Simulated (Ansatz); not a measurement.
# C₂H₈AlNO: small, medium and large basis sets

One table from this session's results is given with a row withheld; the runs are named, their logs left out.

Computed with Ansatz 0.2.0, Gaussian basis. Level: one geometry, several basis sets.

Levels to be run: PBE0-D4/def2-SVP; ωB97M-V/def2-SVP; PBE0-D4/def2-QZVPP; ωB97M-V/def2-QZVPP; the functionals' def2-TZVPP values are taken from earlier runs.

### The relaxed structure

All runs share one geometry, relaxed beforehand with PBE0-D4 in a triple-zeta def2 set.

SMILES `C[N](C)[AlH][OH]`, 13 atoms, charge 0, spin multiplicity 1.

Atoms are counted from 1 here; the program's logs count them from 0.

Bond lengths: C1–N2 1.443 Å, C1–H6 1.100 Å, C1–H7 1.093 Å, C1–H8 1.100 Å, N2–C3 1.440 Å, N2–Al4 1.773 Å, C3–H9 1.100 Å, C3–H10 1.093 Å, C3–H11 1.100 Å, Al4–O5 1.695 Å, Al4–H12 1.573 Å, O5–H13 0.954 Å. Angles: N2–C1–H6 111.7°, N2–C1–H7 110.8°, N2–C1–H8 111.7°, H6–C1–H7 107.6°, H6–C1–H8 107.2°, H7–C1–H8 107.6°, C1–N2–C3 112.4°, C1–N2–Al4 122.2°, C3–N2–Al4 125.5°, N2–C3–H9 111.7°, N2–C3–H10 111.1°, N2–C3–H11 111.8°, H9–C3–H10 107.5°, H9–C3–H11 107.1°, H10–C3–H11 107.5°, N2–Al4–O5 122.2°, N2–Al4–H12 119.4°, O5–Al4–H12 118.4° and more.

Set-up of the first run:

in.yaml reads:

```yaml
crystal:
  periodic: [false, false, false]
  atoms:
    - {symbol: C, position_ang: [0.131520, 0.369117, -1.598667]}
    - {symbol: N, position_ang: [0.009630, 0.051900, -0.196473]}
    - {symbol: C, position_ang: [-0.999308, 0.843588, 0.459039]}
    - {symbol: Al, position_ang: [1.014547, -1.183360, 0.582543]}
    - {symbol: O, position_ang: [0.869079, -1.559024, 2.229456]}
    - {symbol: H, position_ang: [0.403773, 1.423124, -1.754891]}
    - {symbol: H, position_ang: [0.903393, -0.245786, -2.069343]}
    - {symbol: H, position_ang: [-0.810185, 0.193090, -2.138744]}
    - {symbol: H, position_ang: [-0.778997, 1.919244, 0.394485]}
    - {symbol: H, position_ang: [-1.072776, 0.586654, 1.518976]}
    - {symbol: H, position_ang: [-1.992499, 0.689782, 0.012211]}
    - {symbol: H, position_ang: [2.079584, -1.964721, -0.271537]}
    - {symbol: H, position_ang: [0.262739, -1.158310, 2.847744]}
basis:
  gaussian: {orbitals: def2-SVP}
hamiltonian: {xc: pbe0, dispersion: d4}
output: {orbitals: {seedname: orbitals}}
```

Command:

```sh
> ansatz run in.yaml --threads 4 --pin off --events-out ev --progress --plain --max-ram 10444MiB
```

Steps of the session up to this table: PBE0-D4 in def2-SVP; ωB97M-V in def2-SVP; PBE0-D4 in def2-QZVPP; ωB97M-V in def2-QZVPP.

One of the session's tables, all rows but one given; the rest of the session is left out.

It belongs to the step «Density functionals: the series». 

```
functional       basis  HOMO (eV)  LUMO (eV)
   PBE0-D4    def2-SVP      -6.28       0.35
   PBE0-D4  def2-TZVPP          ?          ?
   PBE0-D4  def2-QZVPP      -6.42      -0.12
   ωB97M-V    def2-SVP      -8.56       2.02
   ωB97M-V  def2-TZVPP      -8.69       1.59
   ωB97M-V  def2-QZVPP      -8.72       1.02
```

Q: Estimate the row for PBE0-D4, def2-TZVPP from the others.

**Answer.** HOMO (eV): -6.39; LUMO (eV): 0.07. In the column «HOMO (eV)» it lies between PBE0-D4, def2-QZVPP (-6.42) and PBE0-D4, def2-SVP (-6.28).
